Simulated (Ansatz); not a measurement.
# C₂H₂AlCl (SMILES C#[C][AlH][Cl]): a rigid scan of the angle Cl4–Al3–C2

How does the energy rise as the angle Cl4–Al3–C2 leaves its equilibrium value, and do density functionals follow CCSD(T)? No other atom is relaxed.

The runs use Ansatz 0.2.0, Gaussian basis; single points in def2-TZVPP.

Levels: PBE-D4, r2SCAN-D4, PBE0-D4, B3LYP-D4, wB97M-V, Hartree-Fock, MP2, CCSD, CCSD(T). The scan takes 87.8, 95.3, 102.8, 110.3, 117.8, 125.3, 132.8, 140.3, 147.8°.

Correlated methods freeze the cores. B3LYP uses VWN-RPA correlation.

19 further runs of the same task are left out: 1 that didn't finish, 18 set aside as unsound or not needed.

## Step 1: Where the work starts

The minimum, relaxed at PBE0-D4: SMILES `C#[C][AlH][Cl]`, 6 atoms, charge 0, spin multiplicity 1.

Atoms are counted from 1 here; the program's logs count them from 0.

Bond lengths: C1–C2 1.210 Å, C1–H5 1.067 Å, C2–Al3 1.893 Å, Al3–Cl4 2.090 Å, Al3–H6 1.568 Å. Angles: C2–C1–H5 179.8°, C1–C2–Al3 178.8°, C2–Al3–Cl4 117.8°, C2–Al3–H6 123.1°, Cl4–Al3–H6 119.1°.

Geometry (Å):

```
C     0.27104    0.89227   -1.63909
C     0.12118    0.34206   -0.57196
Al   -0.09232   -0.48940    1.11542
Cl   -1.12721   -2.30394    1.18467
H     0.40073    1.37469   -2.58181
H     0.46868    0.12022    2.44667
```

Energies of the minimum (eV), from earlier single points: PBE-D4 -21216.03475, r2SCAN-D4 -21224.84912, PBE0-D4 -21217.80095, B3LYP-D4 -21229.04076, wB97M-V -21225.89628, CCSD(T) -21197.93975.

At the minimum the angle Cl4–Al3–C2 is 117.8°.

## Step 2: Cl4–Al3–C2 = 87.8°

ccsdt-tzvpp/in.yaml reads:

```yaml
crystal:
  periodic: [false, false, false]
  atoms:
    - {symbol: C, position_ang: [0.271040, 0.892271, -1.639091]}
    - {symbol: C, position_ang: [0.121179, 0.342062, -0.571959]}
    - {symbol: Al, position_ang: [-0.092321, -0.489400, 1.115423]}
    - {symbol: Cl, position_ang: [-1.128247, -2.020316, 0.139967]}
    - {symbol: H, position_ang: [0.400731, 1.374692, -2.581808]}
    - {symbol: H, position_ang: [0.468678, 0.120219, 2.446667]}
basis:
  gaussian: {orbitals: def2-TZVPP}
correlation: {method: ccsd_t}
```

No record of the launch command was kept for these runs.

The runs that follow: Cl4–Al3–C2 = 95.3°; Cl4–Al3–C2 = 102.8°; Cl4–Al3–C2 = 110.3°; Cl4–Al3–C2 = 117.8°; Cl4–Al3–C2 = 125.3°; Cl4–Al3–C2 = 132.8°; Cl4–Al3–C2 = 140.3°; Cl4–Al3–C2 = 147.8°.

Q: Predict the outcome of this session. Wanted: highest point, CCSD(T); lowest point, CCSD(T); minimum along the scan, CCSD(T); RMS deviation from CCSD(T); largest T1 diagnostic.

**Answer**, as computed:

```
                       quantity                                                                                                                      value
         highest point, CCSD(T)                                                                                                         0.752 eV at 87.8 °
          lowest point, CCSD(T)                                                                                                        0.000 eV at 117.8 °
minimum along the scan, CCSD(T)                                                                                                                    118.2 °
                curvature there                                                                                                              1.37 meV/deg²
     RMS deviation from CCSD(T)  PBE-D4 0.034, r2SCAN-D4 0.014, PBE0-D4 0.021, B3LYP-D4 0.012, wB97M-V 0.015, Hartree-Fock 0.048, MP2 0.005, CCSD 0.007 eV
          largest T1 diagnostic                                                                                                                      0.012
```

In words: A polynomial through the near points puts the CCSD(T) minimum 0.4° above the PBE0-D4 value. Curvature against CCSD(T): PBE-D4 -7 %, Hartree-Fock +13 %. Best along the scan: MP2. Worst: Hartree-Fock.
